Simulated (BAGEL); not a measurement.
# One shape, several levels: singlet [C2H3BF2]2+

We compute a comparison of 3 runs (B3LYP/6-31G*, PBE0/6-31G*, RI-MP2/6-31G*) of singlet [C2H3BF2]2+. 

The results are computed with BAGEL 1.2.2.

2 further runs of the same task are left out: 2 that didn't finish. Runs told in other sessions of the task aren't counted.

### 1 The structure to begin with

The species is [C2H3BF2]2+ (8 atoms), meant as a singlet with charge +2. SMILES of the parent species: `[CH2+][CH]B(F)F`. The coordinates come from a GFN2-xTB relaxation. This is one conformer, not always the lowest. That shape belongs to the parent species and isn't relaxed for this state.

Bond lengths: C1–C2 1.300 Å, C2–B3 1.637 Å, B3–F4 1.287 Å, B3–F5 1.281 Å, C1–H6 1.093 Å, C1–H7 1.098 Å, C2–H8 1.093 Å. Angles: C1–C2–B3 124.8°, C2–B3–F4 117.4°, C2–B3–F5 119.8°, F4–B3–F5 122.8°, C1–C2–H8 126.5°, B3–C2–H8 108.7°, C2–C1–H6 126.6°, C2–C1–H7 123.1°, H6–C1–H7 110.3°.

### 2 A single-point energy at B3LYP/6-31G(d) (density fitting with qzvpp-jkfit, spherical functions) (run 1)

The input, job.json:

```json
{ "bagel": [

{
  "title": "molecule",
  "basis": "6-31gs.json",
  "df_basis": "qzvpp-jkfit",
  "angstrom": true,
  "geometry": [
    { "atom": "C", "xyz": [      -1.029290,       0.667480,       0.373960 ] },
    { "atom": "C", "xyz": [       0.090200,       0.023230,       0.525550 ] },
    { "atom": "B", "xyz": [       0.939640,      -0.672410,      -0.688060 ] },
    { "atom": "F", "xyz": [       0.356990,      -0.784320,      -1.830560 ] },
    { "atom": "F", "xyz": [       2.129560,      -1.094900,      -0.470780 ] },
    { "atom": "H", "xyz": [      -1.688900,       0.633030,      -0.496510 ] },
    { "atom": "H", "xyz": [      -1.423030,       1.367790,       1.121660 ] },
    { "atom": "H", "xyz": [       0.624830,      -0.139910,       1.464750 ] }
  ]
},

{
  "title": "ks",
  "xc_func": "b3lyp",
  "charge": 2
},

{
  "title": "print",
  "file": "orbitals.molden",
  "orbitals": true
}

]}
```

The basis set 6-31G* is read from a file made from the Basis Set Exchange's data (not shown).

Launch:

```console
$ BAGEL_NUM_THREADS=1 BAGEL job.json > job.out
```

Standard output:

```text
* using 1 threads per process

  ===============================================================
  ===============================================================

  *** Geometry ***

  { "atom" : "C", "xyz" : [     -1.945076,      1.261354,      0.706682 ] },
  { "atom" : "C", "xyz" : [      0.170453,      0.043898,      0.993146 ] },
  { "atom" : "B", "xyz" : [      1.775662,     -1.270671,     -1.300245 ] },
  { "atom" : "F", "xyz" : [      0.674613,     -1.482150,     -3.459257 ] },
  { "atom" : "F", "xyz" : [      4.024285,     -2.069061,     -0.889645 ] },
  { "atom" : "H", "xyz" : [     -3.191558,      1.196253,     -0.938268 ] },
  { "atom" : "H", "xyz" : [     -2.689137,      2.584748,      2.119630 ] },
  { "atom" : "H", "xyz" : [      1.180758,     -0.264392,      2.767976 ] },

  Number of auxiliary basis functions:      433

  Since a DF basis is specified, we compute 2- and 3-index integrals:
    o Being stored without compression. Storage requirement is 0.020 GB

  Number of basis functions:       76
  Number of electrons      :       38

    * METHOD: MOLECULE                             0.18

  *** Kohn-Sham DFT ***

    * Removing 14540 points whose weight is below 1.00e-10
    * Grid points: 104708

  === Nuclear Repulsion ===
   151.4145939877

       - DIIS with orbital gradients will be used.

  === KS iteration (b3lyp / 6-31gs.json) ===
      0       -265.29911023          0.15094530           0.29
      1       -200.82502650          0.20224169           0.28
      2       -206.16496763          0.18169360           0.27
      3       -298.36487187          0.08386581           0.27
      4       -299.52150657          0.06380055           0.27
      5       -301.27142542          0.02871327           0.27
      6       -301.46980298          0.01566401           0.27
      7       -301.53407346          0.00972110           0.27
      8       -301.56348282          0.00256369           0.27
      9       -301.56472680          0.00196426           0.27
     10       -301.56597895          0.00062969           0.28
     11       -301.56612182          0.00013239           0.27
     12       -301.56612752          0.00004942           0.27
     13       -301.56612864          0.00001187           0.27
     14       -301.56612863          0.00001275           0.27
     15       -301.56612871          0.00000207           0.27
     16       -301.56612871          0.00000170           0.27
     17       -301.56612871          0.00000038           0.27
     18       -301.56612871          0.00000019           0.27
     19       -301.56612871          0.00000011           0.27
     20       -301.56612871          0.00000005           0.27
     21       -301.56612871          0.00000006           0.28
     22       -301.56612871          0.00000005           0.27
     23       -301.56612871          0.00000001           0.27
     24       -301.56612871          0.00000001           0.27
    * SCF iteration converged.

    * Permanent dipole moment:
           (    2.593132,    -1.958132,    -2.443819) a.u.

    * METHOD: KS                                   7.38

    * METHOD: PRINT                                0.01

  ===============================================================
```

Run time: 7.8 s. Hardware: 1 thread of Arm Neoverse V1, shared host; peak memory 0.38 GiB.

### 3 A single-point energy at PBE0/6-31G(d) (density fitting with qzvpp-jkfit, spherical functions) (run 2)

The input, dft.json:

```json
{ "bagel" : [

{
  "title" : "molecule",
  "basis" : "6-31gs.json",
  "df_basis" : "qzvpp-jkfit",
  "angstrom" : true,
  "geometry" : [
    { "atom" : "C", "xyz" : [      -1.029290,       0.667480,       0.373960 ] },
    { "atom" : "C", "xyz" : [       0.090200,       0.023230,       0.525550 ] },
    { "atom" : "B", "xyz" : [       0.939640,      -0.672410,      -0.688060 ] },
    { "atom" : "F", "xyz" : [       0.356990,      -0.784320,      -1.830560 ] },
    { "atom" : "F", "xyz" : [       2.129560,      -1.094900,      -0.470780 ] },
    { "atom" : "H", "xyz" : [      -1.688900,       0.633030,      -0.496510 ] },
    { "atom" : "H", "xyz" : [      -1.423030,       1.367790,       1.121660 ] },
    { "atom" : "H", "xyz" : [       0.624830,      -0.139910,       1.464750 ] }
  ]
},

{
  "title" : "ks",
  "xc_func" : "pbe0",
  "charge" : 2
},

{
  "title" : "print",
  "file" : "orbitals.molden",
  "orbitals" : true
}

]}
```

The basis set 6-31G* is read from a file made from the Basis Set Exchange's data (not shown).

Launch:

```console
$ BAGEL_NUM_THREADS=1 BAGEL dft.json > dft.out
```

Standard output:

```text
* using 1 threads per process

  ===============================================================
  ===============================================================

  *** Geometry ***

  { "atom" : "C", "xyz" : [     -1.945076,      1.261354,      0.706682 ] },
  { "atom" : "C", "xyz" : [      0.170453,      0.043898,      0.993146 ] },
  { "atom" : "B", "xyz" : [      1.775662,     -1.270671,     -1.300245 ] },
  { "atom" : "F", "xyz" : [      0.674613,     -1.482150,     -3.459257 ] },
  { "atom" : "F", "xyz" : [      4.024285,     -2.069061,     -0.889645 ] },
  { "atom" : "H", "xyz" : [     -3.191558,      1.196253,     -0.938268 ] },
  { "atom" : "H", "xyz" : [     -2.689137,      2.584748,      2.119630 ] },
  { "atom" : "H", "xyz" : [      1.180758,     -0.264392,      2.767976 ] },

  Number of auxiliary basis functions:      433

  Since a DF basis is specified, we compute 2- and 3-index integrals:
    o Being stored without compression. Storage requirement is 0.020 GB

  Number of basis functions:       76
  Number of electrons      :       38

    * METHOD: MOLECULE                             0.18

  *** Kohn-Sham DFT ***

    * Removing 14540 points whose weight is below 1.00e-10
    * Grid points: 104708

  === Nuclear Repulsion ===
   151.4145939877

       - DIIS with orbital gradients will be used.

  === KS iteration (pbe0 / 6-31gs.json) ===
      0       -265.01039038          0.15069428           0.28
      1       -201.38774684          0.19885782           0.26
      2       -206.34516838          0.18217494           0.26
      3       -298.19098996          0.08202996           0.26
      4       -299.51899251          0.05967022           0.26
      5       -300.61368192          0.04031141           0.26
      6       -301.10079718          0.01740411           0.26
      7       -301.19088650          0.01185453           0.26
      8       -301.23303086          0.00232984           0.26
      9       -301.23359157          0.00214744           0.26
     10       -301.23511870          0.00052897           0.26
     11       -301.23520547          0.00015914           0.26
     12       -301.23521491          0.00003104           0.26
     13       -301.23521483          0.00003587           0.25
     14       -301.23521522          0.00001511           0.26
     15       -301.23521529          0.00000480           0.25
     16       -301.23521530          0.00000136           0.26
     17       -301.23521530          0.00000097           0.27
     18       -301.23521530          0.00000029           0.26
     19       -301.23521530          0.00000010           0.26
     20       -301.23521530          0.00000004           0.26
     21       -301.23521530          0.00000004           0.26
     22       -301.23521530          0.00000001           0.26
     23       -301.23521530          0.00000000           0.26
    * SCF iteration converged.

    * Permanent dipole moment:
           (    2.639880,    -1.991451,    -2.482390) a.u.

    * METHOD: KS                                   6.80

    * METHOD: PRINT                                0.01

  ===============================================================
```

Wall time 7.2 s (1 thread of Arm Neoverse V1, shared host); peak memory 0.37 GiB.

### 4 The energy at RI-MP2/6-31G(d) (density fitting with qzvpp-jkfit, spherical functions) (run 3)

The input, input.json:

```json
{ "bagel": [

{
  "title": "molecule",
  "basis": "6-31gs.json",
  "df_basis": "qzvpp-jkfit",
  "angstrom": true,
  "geometry": [
    { "atom": "C", "xyz": [      -1.029290,       0.667480,       0.373960 ] },
    { "atom": "C", "xyz": [       0.090200,       0.023230,       0.525550 ] },
    { "atom": "B", "xyz": [       0.939640,      -0.672410,      -0.688060 ] },
    { "atom": "F", "xyz": [       0.356990,      -0.784320,      -1.830560 ] },
    { "atom": "F", "xyz": [       2.129560,      -1.094900,      -0.470780 ] },
    { "atom": "H", "xyz": [      -1.688900,       0.633030,      -0.496510 ] },
    { "atom": "H", "xyz": [      -1.423030,       1.367790,       1.121660 ] },
    { "atom": "H", "xyz": [       0.624830,      -0.139910,       1.464750 ] }
  ]
},

{ "title": "hf", "charge": 2 },

{ "title": "mp2", "charge": 2, "ncore": 5 }

]}
```

The basis set 6-31G* is read from a file made from the Basis Set Exchange's data (not shown).

Launch:

```console
$ BAGEL_NUM_THREADS=1 BAGEL input.json > input.out
```

Standard output:

```text
* using 1 threads per process

  ===============================================================
  ===============================================================

  *** Geometry ***

  { "atom" : "C", "xyz" : [     -1.945076,      1.261354,      0.706682 ] },
  { "atom" : "C", "xyz" : [      0.170453,      0.043898,      0.993146 ] },
  { "atom" : "B", "xyz" : [      1.775662,     -1.270671,     -1.300245 ] },
  { "atom" : "F", "xyz" : [      0.674613,     -1.482150,     -3.459257 ] },
  { "atom" : "F", "xyz" : [      4.024285,     -2.069061,     -0.889645 ] },
  { "atom" : "H", "xyz" : [     -3.191558,      1.196253,     -0.938268 ] },
  { "atom" : "H", "xyz" : [     -2.689137,      2.584748,      2.119630 ] },
  { "atom" : "H", "xyz" : [      1.180758,     -0.264392,      2.767976 ] },

  Number of auxiliary basis functions:      433

  Since a DF basis is specified, we compute 2- and 3-index integrals:
    o Being stored without compression. Storage requirement is 0.020 GB

  Number of basis functions:       76
  Number of electrons      :       38

    * METHOD: MOLECULE                             0.18

  *** RHF ***

  === Nuclear Repulsion ===
   151.4145939877

      * DIIS with orbital gradients will be used.

  === RHF iteration (6-31gs.json) ===
      0       -299.80864345          0.02590439           0.04
      1       -299.99964059          0.01718195           0.04
      2       -300.09864340          0.00300329           0.04
      3       -300.10801375          0.00150477           0.04
      4       -300.11166055          0.00096744           0.04
      5       -300.11396355          0.00057015           0.04
      6       -300.11479992          0.00030889           0.04
      7       -300.11500849          0.00014512           0.04
      8       -300.11504669          0.00005675           0.04
      9       -300.11505155          0.00002997           0.04
     10       -300.11505308          0.00001107           0.04
     11       -300.11505324          0.00000408           0.04
     12       -300.11505326          0.00000229           0.04
     13       -300.11505327          0.00000134           0.04
     14       -300.11505327          0.00000090           0.04
     15       -300.11505327          0.00000058           0.04
     16       -300.11505327          0.00000033           0.04
     17       -300.11505327          0.00000020           0.04
     18       -300.11505327          0.00000010           0.04
     19       -300.11505327          0.00000004           0.04
     20       -300.11505327          0.00000002           0.04
     21       -300.11505327          0.00000001           0.04
     22       -300.11505327          0.00000001           0.04
    * SCF iteration converged.

    * Permanent dipole moment:
           (    3.334855,    -2.507285,    -3.173465) a.u.

    * METHOD: HF                                   1.06

  *** RHF ***

  === Nuclear Repulsion ===
   151.4145939877

      * DIIS with orbital gradients will be used.

  === RHF iteration (6-31gs.json) ===
      0       -300.11505327          0.00000001           0.04
    * SCF iteration converged.

    * Permanent dipole moment:
           (    3.334855,    -2.507285,    -3.173465) a.u.

  === DF-MP2 calculation ===

    * freezing 5 orbitals
    * 3-index integral transformation done
    * assembly done

      MP2 correlation energy:   -0.5959667988      0.03

      MP2 total energy:       -300.7110200713

    * METHOD: MP2                                  0.13

  ===============================================================
```

It took 1.5 s on 1 thread of Arm Neoverse V1, shared host; peak memory 0.096 GiB.

### 5 Overview of the runs

| run | level | frozen core orbitals | energy (Eh) | HOMO energy (eV) | LUMO energy (eV) | HOMO–LUMO gap (eV) | wall time |
| --- | --- | --- | --- | --- | --- | --- | --- |
| 1 | B3LYP/6-31G* (density fitting with qzvpp-jkfit, spherical functions) | – | -301.566129 | -23.74 | -21.55 | 2.19 | 7.8 s |
| 2 | PBE0/6-31G* (density fitting with qzvpp-jkfit, spherical functions) | – | -301.235215 | -24.05 | -21.43 | 2.61 | 7.2 s |
| 3 | RI-MP2/6-31G* (density fitting with qzvpp-jkfit, spherical functions) | 5 | -300.711020 | – | – | – | 1.5 s |

### 6 Summary of results

| quantity | value |
| --- | --- |
| run 3: total energy | -300.71102 Eh |
| run 3: correlation energy (5 core orbitals frozen) | -596.0 mEh |

**Reading.** Totals of different functionals can't be ranked against each other. All runs together took 17 s, the longest 7.8 s.
